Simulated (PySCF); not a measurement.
# GeH2Cl− (SMILES [Cl][GeH2-]) at 6 levels

Wanted: a comparison of 6 runs (MP2/STO-3G, CCSDT(Q)/STO-3G, QCISD(T)/STO-3G, CISD/STO-3G, CCSD(T)/STO-3G, FCI/STO-3G) of GeH2Cl−. The job is set up through a Python script.

The calculation is run with PySCF 2.14.0.

12 further runs of the same task are left out: 12 set aside as unsound or not needed.

### Step 1. The molecule

GeH2Cl−: 4 atoms, total charge -1, spin state singlet. SMILES: `[Cl][GeH2-]`. The Ge2–H4 distance was set to 2.108 Å, away from the relaxed value.

Bond lengths: Cl1–Ge2 2.321 Å, Ge2–H3 1.756 Å. Angles: Cl1–Ge2–H3 93.9°. A long bond or contact: Ge2–H4 2.108 Å.

### Step 2. A single-point energy at MP2/STO-3G (run 1)

The input, job.py:

```python
from pyscf import gto, mp

mol = gto.M(
    atom='''
Cl  -1.834378   0.221827   0.861967
Ge  -0.232098  -0.974503  -0.316293
H   -0.116478   0.216157  -1.601353
H    1.377880   0.032810   0.598330
''',
    charge=-1,
    verbose=4,
    basis='sto-3g',
    max_memory=1860,
)

mf = mol.RHF()
mf.conv_tol = 1e-10
mf.kernel()
if not mf.converged:
    mf = mf.newton().run(mf.mo_coeff, mf.mo_occ)

pt = mp.MP2(mf, frozen=14).run()
etot = pt.e_tot
print('E = %.10f Eh' % etot)
```

On the command line:

```console
$ OMP_NUM_THREADS=1 python job.py
```

The program printed:

```text
PySCF version 2.14.0

[INPUT] num. atoms = 4
[INPUT] num. electrons = 52
[INPUT] charge = -1
[INPUT] spin (= nelec alpha-beta = 2S) = 0
[INPUT] symmetry False subgroup None
[INPUT] Mole.unit = angstrom
[INPUT] Symbol           X                Y                Z      unit          X                Y                Z       unit  Magmom
[INPUT]  1 Cl    -1.834378000000   0.221827000000   0.861967000000 AA   -3.466472028927   0.419192277034   1.628881558413 Bohr   0.0
[INPUT]  2 Ge    -0.232098000000  -0.974503000000  -0.316293000000 AA   -0.438601654059  -1.841543777567  -0.597707145117 Bohr   0.0
[INPUT]  3 H     -0.116478000000   0.216157000000  -1.601353000000 AA   -0.220111519537   0.408477529908  -3.026118598751 Bohr   0.0
[INPUT]  4 H      1.377880000000   0.032810000000   0.598330000000 AA    2.603815832516   0.062001914147   1.130679832111 Bohr   0.0

nuclear repulsion = 147.691067419774
number of shells = 15
number of NR pGTOs = 87
number of NR cGTOs = 29
basis = sto-3g
ecp = {}

******** <class 'pyscf.scf.hf.RHF'> ********
method = RHF
initial guess = minao
damping factor = 0
level_shift factor = 0
DIIS = <class 'pyscf.scf.diis.CDIIS'>
diis_start_cycle = 1
diis_space = 8
diis_damp = 0
SCF conv_tol = 1e-10
SCF conv_tol_grad = None
SCF max_cycles = 50
direct_scf = True
direct_scf_tol = 1e-13
Set gradient conv threshold to 1e-05
Initial guess from minao.
init E= -2503.85366278788
  HOMO = -0.392301698123009  LUMO = -0.110732133801222  gap/eV = 7.66190
cycle= 1 E= -2507.2562249366  delta_E= -3.4  |g|= 0.365  |ddm|= 2.17
  HOMO = 0.0657097825890283  LUMO = 0.540094041113485  gap/eV = 12.90865
cycle= 2 E= -2507.31717273295  delta_E= -0.0609  |g|= 0.0536  |ddm|= 0.739
  HOMO = 0.0200359362868551  LUMO = 0.528354171128687  gap/eV = 13.83204
cycle= 3 E= -2507.31948878709  delta_E= -0.00232  |g|= 0.0147  |ddm|= 0.163
  HOMO = 0.0218515457271639  LUMO = 0.532578643558195  gap/eV = 13.89759
cycle= 4 E= -2507.3197098823  delta_E= -0.000221  |g|= 0.00369  |ddm|= 0.0548
  HOMO = 0.0211924532519295  LUMO = 0.53217176378734  gap/eV = 13.90446
cycle= 5 E= -2507.31972505389  delta_E= -1.52e-05  |g|= 0.000708  |ddm|= 0.0156
  HOMO = 0.0211782413783992  LUMO = 0.532329855428061  gap/eV = 13.90914
cycle= 6 E= -2507.31972559131  delta_E= -5.37e-07  |g|= 0.000142  |ddm|= 0.00263
  HOMO = 0.0211855455951911  LUMO = 0.53228413508999  gap/eV = 13.90770
cycle= 7 E= -2507.31972561461  delta_E= -2.33e-08  |g|= 2.68e-05  |ddm|= 0.000576
  HOMO = 0.0211863069620039  LUMO = 0.532292539237868  gap/eV = 13.90791
cycle= 8 E= -2507.31972561544  delta_E= -8.29e-10  |g|= 4.79e-06  |ddm|= 0.000107
  HOMO = 0.021186573282686  LUMO = 0.53229178925539  gap/eV = 13.90788
cycle= 9 E= -2507.31972561546  delta_E= -2.27e-11  |g|= 7.42e-07  |ddm|= 1.98e-05
  HOMO = 0.0211865237507027  LUMO = 0.532291880194627  gap/eV = 13.90789
Extra cycle  E= -2507.31972561546  delta_E= -4.55e-12  |g|= 3.4e-07  |ddm|= 1.72e-06
converged SCF energy = -2507.31972561546

******** <class 'pyscf.mp.mp2.RMP2'> ********
nocc = 12, nmo = 15
frozen orbitals 14
E(RMP2) = -2507.36785073923  E_corr = -0.0481251237623344
E(SCS-RMP2) = -2507.37648917798  E_corr = -0.0567635625123302
E_corr(same-spin) = -0.00113836846438967
E_corr(oppo-spin) = -0.0469867552979447
E = -2507.3678507392 Eh
```

Wall time 0.77 s (1 thread of Intel Xeon Platinum 8488C (Sapphire Rapids), shared host); peak memory 0.12 GiB.

### Step 3. The energy at CCSDT(Q)/STO-3G (run 2)

The input, input.py:

```python
from pyscf import gto, scf, cc

molecule = gto.M(
    atom='Cl -1.834378 0.221827 0.861967; Ge -0.232098 -0.974503 -0.316293; H -0.116478 0.216157 -1.601353; H 1.377880 0.032810 0.598330',
    max_memory=1860,
    charge=-1,
    basis='sto-3g',
    verbose=4,
)

hf = scf.RHF(molecule)
hf.conv_tol = 1e-10
hf.kernel()
if not hf.converged:
    hf = hf.newton().run(hf.mo_coeff, hf.mo_occ)

mycc = cc.CCSDT(hf, frozen=14)
mycc.kernel()
e_bracket, e_q = mycc.ccsdt_q()
e_tot = mycc.e_tot + e_q
print('Final energy', e_tot)
```

On the command line:

```console
$ OMP_NUM_THREADS=1 python input.py
```

The program printed:

```text
PySCF version 2.14.0

[INPUT] num. atoms = 4
[INPUT] num. electrons = 52
[INPUT] charge = -1
[INPUT] spin (= nelec alpha-beta = 2S) = 0
[INPUT] symmetry False subgroup None
[INPUT] Mole.unit = angstrom
[INPUT] Symbol           X                Y                Z      unit          X                Y                Z       unit  Magmom
[INPUT]  1 Cl    -1.834378000000   0.221827000000   0.861967000000 AA   -3.466472028927   0.419192277034   1.628881558413 Bohr   0.0
[INPUT]  2 Ge    -0.232098000000  -0.974503000000  -0.316293000000 AA   -0.438601654059  -1.841543777567  -0.597707145117 Bohr   0.0
[INPUT]  3 H     -0.116478000000   0.216157000000  -1.601353000000 AA   -0.220111519537   0.408477529908  -3.026118598751 Bohr   0.0
[INPUT]  4 H      1.377880000000   0.032810000000   0.598330000000 AA    2.603815832516   0.062001914147   1.130679832111 Bohr   0.0

nuclear repulsion = 147.691067419774
number of shells = 15
number of NR pGTOs = 87
number of NR cGTOs = 29
basis = sto-3g
ecp = {}

[... 37 lines left out ...]
converged SCF energy = -2507.31972561546
[... 16 lines left out ...]
WARN: A large `blksize` is being used, which may cause large memory consumption
[... 12 lines left out ...]
Init t2, MP2 energy = -2507.367850738809  E_corr(MP2) -0.048125123344
[... 14 lines left out ...]
RCCSDT converged
[... 5 lines left out ...]
Final energy -2507.394838088048
```

Run time: 5.1 s. Hardware: 1 thread of Intel Xeon Platinum 8488C (Sapphire Rapids), shared host; peak memory 0.11 GiB.

Runs 3 to 5 aren't shown in full; the table further down has their settings and results.

### Step 4. A single-point energy at FCI/STO-3G (run 6)

The input, calc.py:

```python
from pyscf import gto, mcscf
from pyscf import fci

mol = gto.Mole()
mol.atom = 'Cl -1.834378 0.221827 0.861967; Ge -0.232098 -0.974503 -0.316293; H -0.116478 0.216157 -1.601353; H 1.377880 0.032810 0.598330'
mol.basis = 'sto-3g'
mol.verbose = 3
mol.max_memory = 1860
mol.charge = -1
mol.build()

calc0 = mol.RHF()
calc0.conv_tol = 1e-10
calc0.kernel()
if not calc0.converged:
    calc0 = calc0.newton().run(calc0.mo_coeff, calc0.mo_occ)

cas = mcscf.CASCI(calc0, calc0.mo_coeff.shape[-1] - 14, (mol.nelec[0] - 14, mol.nelec[1] - 14))  # full CI above the frozen core
cas.fcisolver = fci.direct_spin0.FCI(mol)  # even spin states alone
cas.kernel()
print('<S^2> = %.4f' % cas.fcisolver.spin_square(cas.ci, cas.ncas, cas.nelecas)[0])
e_tot = cas.e_tot
print('E(%s) = %.9f' % ('FCI', e_tot))
```

On the command line:

```console
$ OMP_NUM_THREADS=1 python calc.py
```

The program printed:

```text
converged SCF energy = -2507.31972561546
CASCI E = -2507.39481167130  E(CI) = -139.203856341653  S^2 = 0.0000000
<S^2> = 0.0000
E(FCI) = -2507.394811671
```

Run time: 2.6 s. Hardware: 1 thread of Intel Xeon Platinum 8488C (Sapphire Rapids), shared host; peak memory 0.17 GiB.

### Step 5. Overview of the runs

```csv
run,level,energy (Eh),HOMO energy (eV),LUMO energy (eV),HOMO–LUMO gap (eV),wall time
1,MP2/STO-3G,-2507.367851,0.58,14.48,13.91,0.77 s
2,CCSDT(Q)/STO-3G,-2507.394838,0.58,14.48,13.91,5.1 s
3,QCISD(T)/STO-3G,-2507.394843,0.58,14.48,13.91,0.71 s
4,CISD/STO-3G,-2507.390918,0.58,14.48,13.91,0.7 s
5,CCSD(T)/STO-3G,-2507.394753,0.58,14.48,13.91,0.83 s
6,FCI/STO-3G,-2507.394812,0.58,14.48,13.91,2.6 s
```

### Step 6. Outcome

```
                                                    quantity           value
                                         run 6: total energy  -2507.39481 Eh
                  run 6: HOMO energy (Hartree–Fock orbitals)         0.58 eV
                  run 6: LUMO energy (Hartree–Fock orbitals)        14.48 eV
run 6: HOMO–LUMO gap (to an unbound level, set by the basis)        13.91 eV
         run 6: correlation energy (14 core orbitals frozen)       -75.1 mEh
```

In words: Against full CI in this basis: MP2 +27.0 mEh; CCSDT(Q) -0.0 mEh; QCISD(T) -0.0 mEh; CISD +3.9 mEh; CCSD(T) +0.1 mEh. In runs 1, 2, 3, 4, 5, 6 the HOMO lies above zero, so the outermost electron may be held by the basis alone. In runs 1, 2, 3, 4, 5, 6 the basis is minimal, so the values are rough. All runs together took 11 s, the longest 5.1 s.
